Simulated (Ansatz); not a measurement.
# C₂H₆Zn: basis-set convergence

An exercise on one series of results from a longer session: the logs are not shown, and one member is left open.

Program: Ansatz 0.2.0, Gaussian basis. Level of theory: one geometry, several basis sets. These are calculated values, not measurements.

Plan: PBE0-D4/def2-SVP; ωB97M-V/def2-SVP; PBE0-D4/def2-QZVPP; ωB97M-V/def2-QZVPP; the functionals' def2-TZVPP values are taken from earlier runs.

### The relaxed structure

All runs share one geometry, relaxed beforehand with PBE0-D4 in a triple-zeta def2 set.

9 atoms, charge 0, spin multiplicity 1.

Atoms are counted from 1 here; the program's logs count them from 0.

Bond lengths: C1–C2 1.529 Å, C1–H4 1.094 Å, C1–H5 1.095 Å, C1–H6 1.094 Å, C2–Zn3 1.955 Å, C2–H7 1.096 Å, C2–H8 1.096 Å, Zn3–H9 1.547 Å. Angles: C2–C1–H4 112.0°, C2–C1–H5 111.9°, C2–C1–H6 112.0°, H4–C1–H5 106.9°, H4–C1–H6 106.9°, H5–C1–H6 106.9°, C1–C2–Zn3 115.5°, C1–C2–H7 110.0°, C1–C2–H8 110.0°, Zn3–C2–H7 107.7°, Zn3–C2–H8 107.7°, H7–C2–H8 105.4°, C2–Zn3–H9 180.0°.

Set-up of the first run:

Input file in.yaml:

```yaml
crystal:
  periodic: [false, false, false]
  atoms:
    - {symbol: C, position_ang: [-0.472425, 0.644608, -0.804115]}
    - {symbol: C, position_ang: [0.516906, -0.341386, -0.182835]}
    - {symbol: Zn, position_ang: [0.223445, -0.750791, 1.705963]}
    - {symbol: H, position_ang: [-1.501838, 0.279453, -0.751874]}
    - {symbol: H, position_ang: [-0.253925, 0.830572, -1.861339]}
    - {symbol: H, position_ang: [-0.454204, 1.615030, -0.300422]}
    - {symbol: H, position_ang: [1.539838, 0.038517, -0.287209]}
    - {symbol: H, position_ang: [0.500076, -1.287580, -0.736053]}
    - {symbol: H, position_ang: [-0.009272, -1.074623, 3.200784]}
basis:
  gaussian: {orbitals: def2-SVP}
hamiltonian: {xc: pbe0, dispersion: d4}
output: {orbitals: {seedname: orbitals}}
```

The run is started by

```
$ ansatz run in.yaml --threads 4 --pin off --events-out ev --progress --plain --max-ram 10444MiB
```

Steps of the session up to this table: PBE0-D4 in def2-SVP; ωB97M-V in def2-SVP; PBE0-D4 in def2-QZVPP; ωB97M-V in def2-QZVPP.

One of the session's tables, all rows but one given; the rest of the session is left out.

It belongs to the step «Density functionals: the series». 

```
functional       basis  HOMO (eV)  LUMO (eV)
   PBE0-D4    def2-SVP      -6.91       0.76
   PBE0-D4  def2-TZVPP          ?          ?
   PBE0-D4  def2-QZVPP      -7.04      -0.44
   ωB97M-V    def2-SVP      -9.07       2.05
   ωB97M-V  def2-TZVPP      -9.22       0.95
   ωB97M-V  def2-QZVPP      -9.23       0.65
```

Q: Estimate the row for PBE0-D4, def2-TZVPP from the others.

**Answer.** HOMO (eV): -7.04; LUMO (eV): -0.36.
